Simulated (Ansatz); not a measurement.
# ZnS: the cost of one run

Program: Ansatz 0.2.0. Level of theory: reference: DFT, PBE, plane waves, PAW. These are calculated values, not measurements.

The COD entry's cell or inner coordinates are ideal or old and differ from later refinements, so a difference from it is no clean test against experiment.

3 further runs of the same task are left out: 1 for a known fault of the program, 2 that didn't finish.

**1. The starting structure**

The structure is cubic, space group F-43m (No. 216). Conventional cell: a = 5.388 Å, b = 5.388 Å, c = 5.388 Å, α = 90.00°, β = 90.00°, γ = 90.00°. Zn (site symmetry -43m) is surrounded by 4 S at 2.33 Å. S (site symmetry -43m) is surrounded by 4 Zn at 2.33 Å.

As a file:

```xyz
2
Lattice="0.0000 2.6941 2.6941 2.6941 0.0000 2.6941 2.6941 2.6941 0.0000" Properties=species:S:1:pos:R:3 pbc="T T T"
Zn    1.3470    1.3470    1.3470
S     0.0000    0.0000    0.0000
```

**2. Baseline**

File input.yaml:

```yaml
crystal:
  lattice:
    - [0.0, 2.6940955541, 2.6940955541]
    - [2.6940955541, 0.0, 2.6940955541]
    - [2.6940955541, 2.6940955541, 0.0]
  atoms:
    - { symbol: Zn, position: [0.25, 0.25, 0.25] }
    - { symbol: S, position: [0.0, 0.0, 0.0] }
kpoints:
  mp_grid: { grid: [6, 6, 6] }
hamiltonian:
  xc: pbe
scf:
  occupations: { method: fixed }
  n_extra_bands: 4
output:
  forces: true
  stress: true
  eigenvalues: true
```

Command:

```sh
ansatz run input.yaml --threads 4 --pin off --max-ram 3686MiB --backend cpu --events-out ev --progress --plain --runs-dir out
```

**Question.** How long does this run take on 4 threads of an x86-64 CPU, shared host, and how much memory does it need?

About 1 s, with a peak of 0.33 GiB.
